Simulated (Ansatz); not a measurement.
# CH₃F₃Ge: one species, many methods

The task here is to estimate one member of a computed series from the others.

The runs use Ansatz 0.2.0, Gaussian basis; functionals in def2-TZVPP, the program's frozen cores in correlated methods.

Levels to be run: LDA (SPW92), PBE-D4, revPBE-D4, BLYP-D4, r2SCAN-D4, B97M-V, PBE0-D4, B3LYP-D4, r2SCANh-D4, r2SCAN0-D4, HSE06-D4, BHLYP-D4, CAM-B3LYP-D4, LC-ωPBE, ωB97X-V, ωB97M-V, B2PLYP, PBE-QIDH; CCSD(T)/def2-SVP; CCSD(T)/def2-TZVPP; MP2/def2-QZVPP; extrapolation to the limit; RPA on PBE.

### The relaxed structure

An earlier PBE0-D4 in a triple-zeta def2 set relaxation fixed the geometry.

SMILES `[CH3][Ge]([F])([F])[F]`, 8 atoms, charge 0, spin multiplicity 1.

Atoms are counted from 1 here; the program's logs count them from 0.

Bond lengths: C1–Ge2 1.911 Å, C1–H6 1.089 Å, C1–H7 1.089 Å, C1–H8 1.089 Å, Ge2–F3 1.714 Å, Ge2–F4 1.714 Å, Ge2–F5 1.714 Å. Angles: Ge2–C1–H6 109.2°, Ge2–C1–H7 109.2°, Ge2–C1–H8 109.2°, H6–C1–H7 109.7°, H6–C1–H8 109.7°, H7–C1–H8 109.7°, C1–Ge2–F3 113.3°, C1–Ge2–F4 113.3°, C1–Ge2–F5 113.2°, F3–Ge2–F4 105.4°, F3–Ge2–F5 105.4°, F4–Ge2–F5 105.4°.

Geometry (Å):

```xyz
8
charge 0, multiplicity 1
C    -0.8801   -0.2122    0.5567
Ge    0.7052    0.1523   -0.4456
F     2.1029   -0.5985    0.2020
F     0.6147   -0.3789   -2.0723
F     1.0825    1.8217   -0.5313
H    -1.0614   -1.2864    0.5634
H    -0.7489    0.1448    1.5776
H    -1.7228    0.3000    0.0937
```

The first run:

Contents of in.yaml:

```yaml
crystal:
  periodic: [false, false, false]
  atoms:
    - {symbol: C, position_ang: [-0.880138, -0.212181, 0.556726]}
    - {symbol: Ge, position_ang: [0.705247, 0.152299, -0.445604]}
    - {symbol: F, position_ang: [2.102889, -0.598506, 0.202041]}
    - {symbol: F, position_ang: [0.614734, -0.378913, -2.072310]}
    - {symbol: F, position_ang: [1.082471, 1.821715, -0.531317]}
    - {symbol: H, position_ang: [-1.061361, -1.286407, 0.563375]}
    - {symbol: H, position_ang: [-0.748909, 0.144819, 1.577608]}
    - {symbol: H, position_ang: [-1.722836, 0.299974, 0.093681]}
basis:
  gaussian: {orbitals: def2-TZVPP}
hamiltonian: {xc: lda}
output: {orbitals: {seedname: orbitals}}
```

Command:

```bash
> ansatz run in.yaml --threads 4 --pin off --events-out ev --progress --plain --max-ram 10444MiB
```

Steps of the session up to this table: LDA; PBE-D4 (GGA); revPBE-D4 (GGA); BLYP-D4 (GGA); r2SCAN-D4 (meta-GGA); B97M-V (meta-GGA); B3LYP-D4 (hybrid); r2SCANh-D4 (hybrid); r2SCAN0-D4 (hybrid); HSE06-D4 (hybrid); BHLYP-D4 (hybrid); CAM-B3LYP-D4 (range-separated); LC-ωPBE (range-separated); ωB97X-V (range-separated); ωB97M-V (range-separated); B2PLYP (double hybrid); PBE-QIDH (double hybrid).

One table of the session follows, with a row left open; its other results are not shown here.

It belongs to the step «Orbital energies across the functionals». 

| functional | HOMO (eV) | gap (eV) |
| --- | --- | --- |
| LDA (SPW92) | -9.15 | 7.60 |
| PBE-D4 | -8.92 | 7.69 |
| revPBE-D4 | -8.83 | 7.75 |
| BLYP-D4 | -8.83 | 7.59 |
| r2SCAN-D4 | -9.31 | 8.56 |
| B97M-V | -9.40 | 8.48 |
| PBE0-D4 | -10.52 | 10.36 |
| B3LYP-D4 | -10.28 | 9.71 |
| r2SCANh-D4 | -9.91 | 9.52 |
| r2SCAN0-D4 | -10.78 | 10.94 |
| HSE06-D4 | -10.11 | 9.58 |
| BHLYP-D4 | -11.99 | 12.70 |
| CAM-B3LYP-D4 | ? | ? |
| LC-ωPBE | -13.27 | 15.45 |
| ωB97X-V | -12.91 | 14.91 |
| ωB97M-V | -12.80 | 14.47 |

Q: Estimate the row for CAM-B3LYP-D4 from the others.

The run gave: HOMO (eV): -11.96; gap (eV): 12.71. In the column «HOMO (eV)» it lies between BHLYP-D4 (-11.99) and r2SCAN0-D4 (-10.78).
